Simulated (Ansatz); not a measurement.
# Cu2Te: the cost of one run

All numbers are computed with Ansatz 0.2.0, driven from Python. Level of theory: DFT PBEsol, all-electron LAPW.

**1. The structure**

Symmetry: P6/mmm, No. 191, hexagonal system. Conventional cell: a = 4.304 Å, b = 4.304 Å, c = 8.523 Å, α = 90.00°, β = 90.00°, γ = 120.00°. Cu (site symmetry 3m) has 4 Cu at 2.48 to 2.59 Å and 3 Te at 2.67 Å in its first shell of neighbours. Te (site symmetry 6mm) is surrounded by 6 Cu at 2.67 Å.

The script holds or builds the structure itself.

**2. Script**

The input, cu2te.py:

```python
# -*- coding: utf-8 -*-
'''Cu2Te with all its electrons on LAPW.'''

from collections import Counter
import logging
import sys

import ansatz as az
from ase import Atoms
from pymatgen.core import Structure

logging.basicConfig(stream=sys.stdout, format='[%(levelname)s] %(message)s')
logger = logging.getLogger('cu2te')
logger.setLevel(logging.INFO)

FUNCTIONAL = 'pbesol'
KGRID = (7, 7, 3)


def main():
    atoms = Atoms(
        ['Cu', 'Cu', 'Cu', 'Cu', 'Te', 'Te'],
        scaled_positions=[
            (2 / 3, 1 / 3, 0.15195),
            (1 / 3, 2 / 3, 0.15195),
            (1 / 3, 2 / 3, 0.84805),
            (2 / 3, 1 / 3, 0.84805),
            (0.0, 0.0, 0.26619),
            (0.0, 0.0, 0.73381),
        ],
        cell=[
            (4.30401, 0.0, 0.0),
            (-2.15201, 3.72739, 0.0),
            (0.0, 0.0, 8.52348),
        ],
        pbc=True,
    )
    cell = az.Crystal.from_ase(atoms)

    base = (
        cell.calculation()
        .functional(FUNCTIONAL)
        .occupations(az.OccupationsMethod.GAUSSIAN)
        .kpoints(*KGRID, center='gamma')
        .pseudopotentials('all_electron', lapw=True)
    )
    out = base.run(threads=1)
    rep = out.report

    for key in ('converged', 'n_iterations', 'n_electrons', 'n_kpoints', 'n_pw', 'n_symmetry_ops', 'free_energy_ev', 'fermi_energy_ev'):
        logger.info(f'{key:18s} {rep[key]}')

    final = Structure(out.lattice.cell_ang, [s.symbol for s in out.lattice.sites], [s.position_frac for s in out.lattice.sites])
    # first shell of each atom, within 15 % of its shortest distance
    shortest = {}
    for site, neighbours in zip(final, final.get_all_neighbors(5.0)):
        for other in neighbours:
            pair = '-'.join(sorted((site.specie.symbol, other.specie.symbol)))
            shortest[pair] = min(shortest.get(pair, 9e9), other.nn_distance)
    for pair, distance in sorted(shortest.items(), key=lambda item: item[1]):
        logger.info(f'shortest {pair:6s} {distance:.4f} A')

    errors = rep['lapw_basis_errors']
    logger.info(f'estimated basis error {1000 * errors["total_ev_per_atom"]:.3f} meV/atom, target {1000 * errors["basis_error_target_ev_per_atom"]:.3f}')
    for sphere in errors['spheres']:
        logger.info(f'  {sphere["species"]:2s} muffin-tin radius {sphere["muffin_tin_radius_ang"]:.3f} A, core shells {sphere["core_shells"]}')


if __name__ == '__main__':
    main()
```

**3. The run**

Launch:

```console
python cu2te.py
```

**Question.** How long does this script take on 1 thread of Intel Xeon 6975P-C (Granite Rapids), shared host, and how much memory does it need?

About 37 s, with a peak of 0.79 GiB.
